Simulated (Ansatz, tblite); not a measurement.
**C₁₀H₁₈O₄: one state, many levels**

Aim: run the singlet of C₁₀H₁₈O₄ at one geometry on many levels, and compare frontier levels, spin and run time.

The runs use Ansatz 0.2.0, Gaussian basis; as each input shows.

Levels to be run: GFN1-xTB, GFN2-xTB, PBE-D4/def2-TZVP, r2SCAN-D4/def2-TZVP, PBE-D4/def2-SVP, PBE0-D4/def2-SVP, HF/STO-3G, HF/6-31G, B3LYP-D4/6-31G, MP2/def2-SVP.

4 further runs of the same task are left out: 4 that didn't finish. Runs told in other sessions of the task aren't counted.

**1. The structure**

The geometry is that of the singlet, from an earlier relaxation (PBE-D4/def2-SVP).

SMILES `CCC(CC(C)OC(C)=O)OC(C)=O`, 32 atoms, charge 0, spin multiplicity 1.

Bond lengths: C1–C2 1.529 Å, C1–H15 1.108 Å, C1–H16 1.110 Å, C1–H17 1.108 Å, C2–C3 1.527 Å, C2–H18 1.111 Å, C2–H19 1.112 Å, C3–C4 1.532 Å, C3–O11 1.454 Å, C3–H20 1.111 Å, C4–C5 1.529 Å, C4–H21 1.110 Å, C4–H22 1.110 Å, C5–C6 1.525 Å, C5–O7 1.455 Å, C5–H23 1.111 Å, C6–H24 1.107 Å, C6–H25 1.109 Å and more. Angles: C2–C1–H15 111.4°, C2–C1–H16 111.3°, C2–C1–H17 110.8°, H15–C1–H16 107.7°, H15–C1–H17 107.9°, H16–C1–H17 107.6°, C1–C2–C3 113.5°, C1–C2–H18 110.0°, C1–C2–H19 110.4°, C3–C2–H18 108.0°, C3–C2–H19 108.5°, H18–C2–H19 106.1°, C2–C3–C4 114.7°, C2–C3–O11 106.6°, C2–C3–H20 110.5°, C4–C3–O11 108.2°, C4–C3–H20 109.4°, O11–C3–H20 107.0° and more.

PBE0-D4/def2-TZVP was run before; its log isn't repeated, and its numbers join the tables.

**2. GFN1-xTB**

Tight binding, by tblite at 300 K electronic temperature and without a spin-polarisation term:

```python
tblite.interface.Calculator('GFN1-xTB', numbers, positions, charge=0, uhf=0).singlepoint()
```

Energy -1352.8937 eV, HOMO -12.69 eV, LUMO -7.24 eV; 0.022 s.

**3. GFN2-xTB**

Tight binding, by tblite at 300 K electronic temperature and without a spin-polarisation term:

```python
tblite.interface.Calculator('GFN2-xTB', numbers, positions, charge=0, uhf=0).singlepoint()
```

Energy -1276.1188 eV, HOMO -11.39 eV, LUMO -6.49 eV; 0.015 s.

**4. PBE-D4/def2-TZVP**

start.molden holds the orbitals of an earlier run on this state, given as this run's starting guess.

in.yaml reads:

```yaml
crystal:
  periodic: [false, false, false]
  atoms:
    - {symbol: C, position_ang: [-2.583385, 2.052131, 1.207929]}
    - {symbol: C, position_ang: [-1.274352, 1.263059, 1.231725]}
    - {symbol: C, position_ang: [-1.117453, 0.306493, 0.052148]}
    - {symbol: C, position_ang: [0.181507, -0.505316, 0.054284]}
    - {symbol: C, position_ang: [1.459199, 0.325206, -0.069319]}
    - {symbol: C, position_ang: [1.561843, 1.144210, -1.351524]}
    - {symbol: O, position_ang: [2.545432, -0.641447, -0.024805]}
    - {symbol: C, position_ang: [3.735805, -0.203429, 0.464612]}
    - {symbol: C, position_ang: [4.759447, -1.315107, 0.432397]}
    - {symbol: O, position_ang: [3.930484, 0.927932, 0.867612]}
    - {symbol: O, position_ang: [-2.234292, -0.621686, 0.117234]}
    - {symbol: C, position_ang: [-2.679934, -1.131995, -1.062634]}
    - {symbol: C, position_ang: [-3.843590, -2.066585, -0.825742]}
    - {symbol: O, position_ang: [-2.197012, -0.859993, -2.145399]}
    - {symbol: H, position_ang: [-2.660049, 2.734466, 2.077595]}
    - {symbol: H, position_ang: [-2.665516, 2.667882, 0.288023]}
    - {symbol: H, position_ang: [-3.454886, 1.368380, 1.232878]}
    - {symbol: H, position_ang: [-0.410340, 1.960806, 1.224954]}
    - {symbol: H, position_ang: [-1.191594, 0.677393, 2.173547]}
    - {symbol: H, position_ang: [-1.207481, 0.855678, -0.909579]}
    - {symbol: H, position_ang: [0.231587, -1.102332, 0.989166]}
    - {symbol: H, position_ang: [0.147740, -1.219327, -0.794391]}
    - {symbol: H, position_ang: [1.587768, 0.999381, 0.803811]}
    - {symbol: H, position_ang: [2.537414, 1.665474, -1.392163]}
    - {symbol: H, position_ang: [1.454250, 0.495284, -2.243980]}
    - {symbol: H, position_ang: [0.768519, 1.917364, -1.390530]}
    - {symbol: H, position_ang: [4.907939, -1.662093, -0.609643]}
    - {symbol: H, position_ang: [4.394778, -2.185796, 1.012808]}
    - {symbol: H, position_ang: [5.714629, -0.952607, 0.849520]}
    - {symbol: H, position_ang: [-4.666561, -1.528206, -0.314695]}
    - {symbol: H, position_ang: [-3.534911, -2.893919, -0.156203]}
    - {symbol: H, position_ang: [-4.196972, -2.471314, -1.789616]}
basis:
  gaussian: {orbitals: def2-TZVP, initial_orbitals: start.molden}
hamiltonian: {xc: pbe, dispersion: d4}
scf: {omitted_lower_state_checks: [starts]}
output: {forces: true, orbitals: {seedname: orbitals}}
```

Launch:

```console
$ ansatz run in.yaml --threads 4 --pin off --events-out ev --progress --plain --max-ram 6963MiB
```

After this run come: r2SCAN-D4/def2-TZVP; PBE-D4/def2-SVP; PBE0-D4/def2-SVP; HF/STO-3G; HF/6-31G; B3LYP-D4/6-31G; MP2/def2-SVP.

Q: Predict the results of all the runs planned. Wanted: gap in def2-TZVP, named functionals, smallest and largest; correlation energy, MP2/def2-SVP; binding an atom, functionals in def2-TZVP; PBE0 total energy, smallest basis above largest.

The runs gave:

| quantity | value |
| --- | --- |
| gap in def2-TZVP, named functionals, smallest and largest | 5.26 eV (PBE-D4), 8.06 eV (PBE0-D4) |
| correlation energy, MP2/def2-SVP | -57.78 eV |
| binding an atom, functionals in def2-TZVP | 4.40 (r2SCAN-D4) to 4.51 eV (PBE-D4) |
| PBE0 total energy, smallest basis above largest | 20.78 eV (def2-SVP, def2-TZVP) |

**Reading.** Orbital gaps of the named functionals in def2-TZVP span 5.26 eV (PBE-D4) to 8.06 eV (PBE0-D4); exact exchange widens it.
